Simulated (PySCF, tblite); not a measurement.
**C₈H₉N+ (doublet): geometry, infrared bands and EPR parameters**

Wanted: the infrared bands and EPR parameters of C₈H₉N+ (doublet) (`C=Cc1ccccc1[NH2+]`), by calculation.

Programs: tblite 0.8.0 and PySCF 2.14.0, with density-fitted response routines of our own. Each step states its level of theory. These are calculated values for one molecule in the gas phase, unless marked as measured. Atoms count from 0, in the outputs and in this text.

### Step 1. The molecule as given

18 atoms, charge 1, multiplicity 2; geometry from: force field or distance geometry start.

Bonds of the start (Å): C0–C1 1.34, C1–C2 1.46, C2–C3 1.42, C3–C4 1.39, C4–C5 1.39, C5–C6 1.39, C6–C7 1.41, C7–N8 1.40, C7–C2 1.41, C0–H9 1.08, C0–H10 1.07, C1–H11 1.10, C3–H12 1.08, C4–H13 1.09, C5–H14 1.09, C6–H15 1.09, N8–H16 1.01, N8–H17 1.01.

### Step 2. Optimising the geometry with GFN2-xTB

What the job is given:

```
{"job": {"kind": "relax", "xc": "GFN2-xTB", "basis": "xTB"}, "charge": 1, "multiplicity": 2}
C      2.804800     0.131400    -0.568200
C      1.828600    -0.256000     0.265900
C      0.424400     0.102900     0.126600
C      0.066300     1.468200    -0.028800
C     -1.270900     1.847700    -0.098000
C     -2.278900     0.889900    -0.033400
C     -1.939800    -0.453900     0.115200
C     -0.596000    -0.866400     0.175300
N     -0.320100    -2.225800     0.367600
H      2.580800     0.751400    -1.429800
H      3.823000    -0.170800    -0.410000
H      2.067700    -0.897600     1.127500
H      0.834600     2.226900    -0.037800
H     -1.520500     2.899400    -0.216200
H     -3.320900     1.197400    -0.078100
H     -2.742800    -1.188500     0.202300
H     -1.069100    -2.896800     0.289300
H      0.620000    -2.553200     0.219000
```

Started as:

```bash
OMP_NUM_THREADS=1 python probes_run.py task.json out
```

This one command runs all jobs of the session in turn.

The program printed:

```text
step      E/eV     max force
  0    -656.70302    2.831
  1    -656.83187    1.207
  2    -656.86103    0.549
  3    -656.88067    0.576
  4    -656.90060    0.332
  5    -656.90831    0.225
  6    -656.91346    0.203
  7    -656.91803    0.223
  8    -656.92127    0.123
  9    -656.92275    0.105
 10    -656.92427    0.130
 11    -656.92635    0.175
 12    -656.92892    0.159
 13    -656.93137    0.119
 14    -656.93347    0.123
 15    -656.93570    0.168
 16    -656.93874    0.179
 17    -656.94255    0.188
 18    -656.94633    0.170
 19    -656.94931    0.118
 20    -656.95137    0.115
 21    -656.95308    0.113
 22    -656.95501    0.103
 23    -656.95741    0.139
 24    -656.96050    0.166
 25    -656.96407    0.165
 26    -656.96749    0.118
 27    -656.97023    0.108
 28    -656.97254    0.116
 29    -656.97482    0.119
 30    -656.97697    0.139
 31    -656.97920    0.116
 32    -656.98178    0.112
 33    -656.98374    0.120
 34    -656.98557    0.105
 35    -656.98693    0.083
 36    -656.98780    0.072
 37    -656.98850    0.073
 38    -656.98917    0.068
 39    -656.98973    0.047
 40    -656.99010    0.041
 41    -656.99031    0.042
 42    -656.99049    0.041
 43    -656.99064    0.027
 44    -656.99078    0.024
 45    -656.99089    0.031
 46    -656.99100    0.028
 47    -656.99108    0.024
 48    -656.99115    0.018
 49    -656.99120    0.018
 50    -656.99125    0.020
 51    -656.99130    0.015
 52    -656.99133    0.014
 53    -656.99137    0.016
 54    -656.99140    0.015
 55    -656.99144    0.013
 56    -656.99146    0.013
 57    -656.99147    0.010
 58    -656.99148    0.008
```

Wall time 0.33 s (1 thread of Arm Neoverse V2, shared host).

The steps of the relaxation: (not every step is listed)

| step | energy from step 0 (eV) | largest force (eV/Å) |
| --- | --- | --- |
| 0 | 0.0000 | 2.8313 |
| 1 | -0.1288 | 1.2065 |
| 2 | -0.1580 | 0.5492 |
| 3 | -0.1776 | 0.5764 |
| 4 | -0.1976 | 0.3324 |
| 5 | -0.2053 | 0.2249 |
| 6 | -0.2104 | 0.2031 |
| 7 | -0.2150 | 0.2228 |
| 8 | -0.2183 | 0.1230 |
| 12 | -0.2259 | 0.1586 |
| 16 | -0.2357 | 0.1785 |
| 20 | -0.2483 | 0.1148 |
| 24 | -0.2575 | 0.1662 |
| 28 | -0.2695 | 0.1159 |
| 32 | -0.2788 | 0.1122 |
| 36 | -0.2848 | 0.0718 |
| 40 | -0.2871 | 0.0414 |
| 44 | -0.2878 | 0.0236 |
| 48 | -0.2881 | 0.0182 |
| 52 | -0.2883 | 0.0145 |
| 53 | -0.2883 | 0.0156 |
| 54 | -0.2884 | 0.0145 |
| 55 | -0.2884 | 0.0132 |
| 56 | -0.2884 | 0.0134 |
| 57 | -0.2885 | 0.0105 |
| 58 | -0.2885 | 0.0079 |

Distances of close pairs at the start and the end, largest changes first:

| bond | before (Å) | after (Å) | change (Å) |
| --- | --- | --- | --- |
| C7–N8 | 1.400 | 1.330 | -0.071 |
| C2–C7 | 1.408 | 1.449 | +0.041 |
| C5–C6 | 1.394 | 1.365 | -0.029 |
| C2–C3 | 1.420 | 1.398 | -0.022 |
| C4–C5 | 1.392 | 1.410 | +0.018 |
| C1–H11 | 1.101 | 1.083 | -0.018 |
| C1–C2 | 1.456 | 1.440 | -0.016 |
| C3–C4 | 1.392 | 1.378 | -0.014 |

The final coordinates are the input of the step that follows.

### Step 3. Infrared spectrum with GFN2-xTB

What the job is given:

```
{"job": {"kind": "ir", "xc": "GFN2-xTB", "basis": "xTB"}, "charge": 1, "multiplicity": 2}
C      2.853006     0.327189    -0.412294
C      1.815213    -0.358681     0.097018
C      0.437352     0.055181     0.031714
C      0.084190     1.391427    -0.177114
C     -1.231884     1.800358    -0.189388
C     -2.272703     0.869004     0.004327
C     -1.979902    -0.448495     0.208908
C     -0.635135    -0.901776     0.217198
N     -0.397081    -2.202192     0.358937
H      2.732070     1.239199    -0.971687
H      3.860313    -0.038338    -0.308905
H      2.028724    -1.293187     0.600506
H      0.864734     2.125487    -0.294813
H     -1.471358     2.842381    -0.333059
H     -3.297685     1.204358    -0.011885
H     -2.767251    -1.171977     0.358107
H     -1.167326    -2.847080     0.470261
H      0.535964    -2.586541     0.340512
```

The program printed:

```text
mode    cm-1     km/mol
  1      81.0      0.35
  2      99.4      2.15
  3     213.9      5.12
  4     240.0      0.91
  5     357.5      3.71
  6     366.9      0.39
  7     411.0      3.88
  8     453.2      1.48
  9     478.0      8.70
 10     512.1     21.31
 11     550.8     90.30
 12     560.9     65.50
 13     571.8     56.49
 14     717.8      0.62
 15     761.4      3.37
 16     763.3     55.71
 17     831.2      1.27
 18     864.9      0.91
 19     900.2      2.67
 20     913.1      0.99
 21     922.9      0.36
 22     947.0     17.46
 23     955.7     37.62
 24    1005.7      0.61
 25    1069.2      4.71
 26    1122.3      2.46
 27    1168.4      0.72
 28    1203.2     34.38
 29    1249.1      0.64
 30    1281.4      8.80
 31    1327.7     19.11
 32    1355.5     47.66
 33    1388.8     13.41
 34    1398.3     17.94
 35    1425.4     64.77
 36    1477.2     24.00
 37    1507.9    236.22
 38    1549.5     96.90
 39    1594.4     31.40
 40    3052.1      6.83
 41    3094.2      0.24
 42    3105.8      0.49
 43    3114.1      3.40
 44    3115.1     11.94
 45    3120.1      0.05
 46    3146.8      1.50
 47    3412.1    161.02
 48    3467.7     41.38
```

Wall time 0.54 s (1 thread of Arm Neoverse V2, shared host).

The strongest bands and the atoms that carry them (share of the mass-weighted mode):

| cm⁻¹ | km/mol | atoms |
| --- | --- | --- |
| 551 | 90.3 | H17 24 % |
| 561 | 65.5 | H16 24 %, C6 14 % |
| 572 | 56.5 | H16 32 %, C7 10 % |
| 763 | 55.7 | H13 25 %, H14 20 %, H15 14 % |
| 1425 | 64.8 | C3 30 %, C2 23 %, H12 10 % |
| 1508 | 236.2 | C7 43 %, N8 30 % |
| 1550 | 96.9 | C5 28 %, C6 24 %, C1 14 %, C0 12 % |
| 3412 | 161.0 | H16 59 %, H17 38 % |

### Step 4. g tensor and hyperfine couplings: B3LYP/pcH-1

Same as in step 3 but for these lines:

```diff
@@ -1,2 +1,2 @@
-{"job": {"kind": "ir", "xc": "GFN2-xTB", "basis": "xTB"}, "charge": 1, "multiplicity": 2}
+{"job": {"kind": "epr", "basis": "pcH-1"}, "charge": 1, "multiplicity": 2}
 C      2.853006     0.327189    -0.412294
```

Level: UKS B3LYP, pcH-1 on C H N, non-relativistic, mean-field spin-orbit, GIAO.

The program printed:

```text
UKS, coarse grid
  cycle   1  E = -364.71309946  |g| = 2.96e-01
  cycle   2  E = -364.63554441  |g| = 4.72e-01
  cycle   3  E = -364.75834350  |g| = 1.08e-01
  cycle   4  E = -364.76354367  |g| = 3.86e-02
  cycle   5  E = -364.76425560  |g| = 1.48e-02
  cycle   6  E = -364.76439031  |g| = 4.57e-03
  cycle   7  E = -364.76442223  |g| = 3.13e-03
  cycle   8  E = -364.76443710  |g| = 1.86e-03
  cycle   9  E = -364.76444240  |g| = 6.56e-04
UKS, final grid
  cycle   1  E = -364.76442178  |g| = 9.83e-04
  cycle   2  E = -364.76442058  |g| = 1.88e-03
  cycle   3  E = -364.76442258  |g| = 1.95e-04
  cycle   4  E = -364.76442265  |g| = 1.80e-04
  cycle   5  E = -364.76442273  |g| = 8.64e-05
  cycle   6  E = -364.76442273  |g| = 2.39e-05
E = -364.76442273 Eh   <S^2> = 0.7727 (exact 0.7500)
g shifts (ppm)      1          2          3
  rmc          -170       -170       -170
  gc              4         41         34
  oz_so          -5        378       1171
  total        -171        249       1035
hyperfine (MHz)  atom isotope    a_iso     a_fc   dipolar eigenvalues
    0   13C      20.32      20.32    -19.58    -19.09     38.67
    1   13C     -19.08     -19.08     -8.83      2.65      6.18
    2   13C      21.45      21.45    -22.80    -20.74     43.53
    3   13C     -21.84     -21.84    -17.66      8.18      9.48
    4   13C      22.55      22.55    -22.67    -21.26     43.93
    5   13C      -9.24      -9.24     -0.63     -0.15      0.78
    6   13C       2.57       2.57     -7.32     -6.15     13.47
    7   13C     -10.00     -10.00    -12.65    -10.39     23.04
    8   14N      12.77      12.77    -15.17    -14.98     30.16
    9    1H     -15.64     -15.64     -7.99     -1.49      9.48
   10    1H     -16.21     -16.21     -9.24     -1.11     10.35
   11    1H       7.79       7.79     -3.38     -1.46      4.84
   12    1H       6.55       6.55     -3.07     -1.50      4.57
   13    1H     -18.59     -18.59    -10.89     -1.26     12.15
   14    1H      -0.41      -0.41     -2.08     -1.73      3.81
   15    1H      -6.84      -6.84     -3.54     -2.55      6.09
   16    1H     -23.53     -23.53    -17.12     -4.80     21.92
   17    1H     -23.34     -23.34    -16.58     -4.71     21.30
```

Wall time 1.8 min (1 thread of Arm Neoverse V2, shared host); peak memory 1.2 GiB.

Principal g values 2.00215, 2.00257, 2.00335; g(iso) = 2.00269, against 2.00232 for a free electron.

Mean a(iso) over the nuclei that a row names, and the largest dipolar term of the row (other rows stand at the frozen geometry):

| nuclei | isotope | a(iso) (MHz) | a(iso) (G, at g = 2.0023) | largest dipolar term (MHz) |
| --- | --- | --- | --- | --- |
| H16, H17 | 1H | -23.4 | -8.4 | 21.9 |
| C4 | 13C | 22.5 | 8.0 | 43.9 |
| C3 | 13C | -21.8 | -7.8 | -17.7 |
| C2 | 13C | 21.4 | 7.7 | 43.5 |
| C0 | 13C | 20.3 | 7.2 | 38.7 |
| C1 | 13C | -19.1 | -6.8 | -8.8 |
| H13 | 1H | -18.6 | -6.6 | 12.2 |
| H10 | 1H | -16.2 | -5.8 | 10.4 |
| H9 | 1H | -15.6 | -5.6 | 9.5 |
| N8 | 14N | 12.8 | 4.6 | 30.2 |
| C7 | 13C | -10.0 | -3.6 | 23.0 |
| C5 | 13C | -9.2 | -3.3 | 0.8 |
| H11 | 1H | 7.8 | 2.8 | 4.8 |
| H15 | 1H | -6.8 | -2.4 | 6.1 |

Mulliken spin populations:

C0 0.25; C1 -0.08; C2 0.26; C3 -0.14; C4 0.29; C5 -0.02; C6 0.07; C7 0.12; N8 0.30; H9 -0.01; H10 -0.01; H11 0.01; H12 0.00; H13 -0.01; H14 0.00; H15 0.00; H16 -0.01; H17 -0.01

In first order the couplings over 0.8 MHz of 1H, 14N give 465 distinct lines over 51.4 G, if the averaged nuclei exchange fast.

The fields below are evaluated on a grid from the run's orbitals.

ELF in a plane through or near 16 of the atoms.

Values, 10 rows by 14 columns:
```
0.00 0.00 0.00 0.00 0.00 0.00 0.00 0.00 0.00 0.00 0.00 0.00 0.00 0.00
0.00 0.00 0.00 0.00 0.00 0.00 0.00 0.00 0.02 0.00 0.00 0.00 0.00 0.00
0.00 0.00 0.00 0.00 0.00 0.11 0.90 0.47 0.99 0.26 0.00 0.00 0.00 0.00
0.00 0.00 0.00 0.00 0.47 0.11 0.84 0.19 0.30 0.27 0.99 0.05 0.00 0.00
0.00 0.00 0.54 0.19 0.33 0.67 0.30 0.32 0.92 0.38 0.91 0.02 0.00 0.00
0.00 0.06 0.99 0.99 0.26 0.51 0.26 0.54 0.13 0.82 0.59 0.52 0.00 0.00
0.00 0.00 0.05 0.52 0.99 0.03 0.72 0.24 0.24 0.83 0.98 0.99 0.01 0.00
0.00 0.00 0.00 0.13 0.46 0.23 0.99 0.10 0.97 0.94 0.01 0.00 0.00 0.00
0.00 0.00 0.00 0.00 0.00 0.00 0.01 0.00 0.90 0.86 0.00 0.00 0.00 0.00
0.00 0.00 0.00 0.00 0.00 0.00 0.00 0.00 0.00 0.00 0.00 0.00 0.00 0.00
```
The map spans 12.9 Å across and 11.1 Å up, centred on the molecule. Atoms in the plane (x, y in Å): C0 (-2.9, -0.5), C1 (-1.8, 0.3), C2 (-0.4, -0.1), C3 (0.0, -1.4), C4 (1.3, -1.8), C5 (2.3, -0.8), C6 (2.0, 0.6), C7 (0.6, 1.0), N8 (0.3, 2.2), H10 (-3.9, -0.2), H12 (-0.8, -2.2), H13 (1.6, -2.8), H14 (3.3, -1.1), H15 (2.7, 1.3), H16 (1.0, 2.9), H17 (-0.6, 2.6).

log10 of the density (e/Å³) in the same plane.

Values, 10 rows by 14 columns:
```
-4.0 -4.0 -4.0 -4.0 -4.0 -4.0 -4.0 -4.0 -4.0 -4.0 -4.0 -4.0 -4.0 -4.0
-4.0 -4.0 -4.0 -4.0 -4.0 -4.0 -3.2 -2.7 -2.7 -3.6 -4.0 -4.0 -4.0 -4.0
-4.0 -4.0 -4.0 -4.0 -3.5 -2.1 -0.7 -0.5 -0.3 -1.8 -3.2 -4.0 -4.0 -4.0
-4.0 -4.0 -4.0 -2.8 -1.7 -1.3 -0.2  0.9 -0.4 -1.1 -1.2 -2.7 -4.0 -4.0
-4.0 -3.4 -2.0 -1.3 -0.6  0.0 -0.4  0.3  0.3  0.5 -0.5 -2.4 -4.0 -4.0
-4.0 -2.7 -1.0  0.3  0.8  0.0  0.4 -0.1 -0.6  0.3 -0.4 -1.6 -3.2 -4.0
-4.0 -3.5 -2.2 -0.8  0.0 -1.1  0.0  0.5  0.4  0.1 -0.2 -1.4 -3.1 -4.0
-4.0 -4.0 -3.5 -2.3 -1.8 -1.5 -0.5 -0.9  0.0 -0.4 -2.1 -3.0 -4.0 -4.0
-4.0 -4.0 -4.0 -4.0 -4.0 -3.3 -2.7 -2.6 -1.6 -1.8 -3.2 -4.0 -4.0 -4.0
-4.0 -4.0 -4.0 -4.0 -4.0 -4.0 -4.0 -4.0 -3.9 -4.0 -4.0 -4.0 -4.0 -4.0
```
The map spans 12.9 Å across and 11.1 Å up, centred on the molecule. Atoms in the plane (x, y in Å): C0 (-2.9, -0.5), C1 (-1.8, 0.3), C2 (-0.4, -0.1), C3 (0.0, -1.4), C4 (1.3, -1.8), C5 (2.3, -0.8), C6 (2.0, 0.6), C7 (0.6, 1.0), N8 (0.3, 2.2), H10 (-3.9, -0.2), H12 (-0.8, -2.2), H13 (1.6, -2.8), H14 (3.3, -1.1), H15 (2.7, 1.3), H16 (1.0, 2.9), H17 (-0.6, 2.6).

On the surface of density 0.002 e/bohr³ the electrostatic potential runs, from the 1st to the 99th percentile, from 3.44 V near C0 to 6.39 V near H17.

The spin density lies nearest to N8 17 %; C0, C2, C4 about 15 % each; C7 10 %.

### Step 5. Outcome

| quantity | value |
| --- | --- |
| strongest single infrared mode (GFN2-xTB) | 1508 cm⁻¹, 236 km/mol |
| zero-point energy (GFN2-xTB) | 90.4 kcal/mol |
| g(iso) (B3LYP) | 2.00269 |
| ⟨S²⟩ | 0.773 (exact 0.75) |
| largest a(iso) (averaged by class) | 1H on H16, H17, -23.4 MHz |

What this shows: Relaxing lowered the energy by 0.288 eV in 58 steps; the close pair that moved most is C7–N8, from 1.400 to 1.330 Å. No mode is imaginary among the 48: a minimum at this level. The strongest single mode, at 1508 cm⁻¹, moves mainly C7 and N8. GFN2-xTB is a fitted tight-binding method: band positions and strengths are rough. Its intensities can rank the bands wrongly. The largest spin populations lie on N8 (0.30 e), C4 (0.29 e), C2 (0.26 e), C0 (0.25 e). The isotropic g lies 0.4 ppt above the free-electron value.
